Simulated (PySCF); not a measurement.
**C₆H₁₁B: electronic excitations**

Aim: predict the electronic excitations of C₆H₁₁B (`CC#CCB(C)C`).

The runs use PySCF 2.14.0, with density-fitted response routines of our own; the level of theory stands in each step. All values are computed, except where a source is named. Atoms are numbered from 0 throughout.

**1. Starting geometry**

18 atoms, charge 0, multiplicity 1; geometry from: GFN2-xTB.

Bonds of the start (Å): C0–C1 1.45, C1–C2 1.20, C2–C3 1.45, C3–B4 1.59, B4–C5 1.57, B4–C6 1.58, C0–H7 1.09, C0–H8 1.09, C0–H9 1.09, C3–H10 1.10, C3–H11 1.10, C5–H12 1.09, C5–H13 1.09, C5–H14 1.09, C6–H15 1.09, C6–H16 1.09, C6–H17 1.09.

**2. Ultraviolet spectrum: wB97X-D/def2-SVPD**

Job settings and geometry (Å):

```
{"job": {"kind": "uv", "xc": "wB97X-D", "basis": "def2-SVPD", "nstates": 8, "ntriplets": 3}, "charge": 0, "multiplicity": 1}
C      3.589029    -0.244738     0.182867
C      2.174793    -0.519329     0.342611
C      1.006636    -0.749419     0.479725
C     -0.410242    -1.010771     0.646358
B     -1.388339     0.102431     0.076458
C     -0.846888     1.192763    -0.920102
C     -2.893144     0.101356     0.546776
H      4.144773    -1.177313     0.079427
H      3.966080     0.294497     1.052510
H      3.755340     0.363694    -0.706693
H     -0.606406    -1.208878     1.705383
H     -0.645271    -1.946620     0.123254
H     -0.218567     0.752071    -1.692421
H     -1.619803     1.785072    -1.404266
H     -0.196212     1.881374    -0.380305
H     -3.238047    -0.853386     0.938646
H     -3.584197     0.417338    -0.231912
H     -2.998291     0.826176     1.355748
```

Level: TDDFT wB97X-D/def2-SVPD, vertical, gas phase, core orbitals frozen in the response.

Started as:

```
OMP_NUM_THREADS=1 python probes_run.py task.json out
```

The driver reads the jobs from task.json and runs them one after another.

What will the session give for the following? lowest singlet (wB97X-D/def2-SVPD); brightest single state of those computed; lowest triplet. Wanted: lowest singlet; brightest single state of those computed; lowest triplet.

The runs gave:

| quantity | value |
| --- | --- |
| lowest singlet (wB97X-D/def2-SVPD) | 5.83 eV (213 nm), f = 0.001 |
| brightest single state of those computed | state 2, 6.42 eV, f = 0.009 |
| lowest triplet | 5.51 eV |

The first singlet state (HOMO→LUMO 0.88, HOMO−3→LUMO 0.10) lies at 5.83 eV and is dark; of the 8 states computed, the strongest absorption comes from state 2 at 6.42 eV. The lowest triplet lies 0.31 eV below the lowest singlet (triplets in Tamm-Dancoff, singlets in full TDDFT).
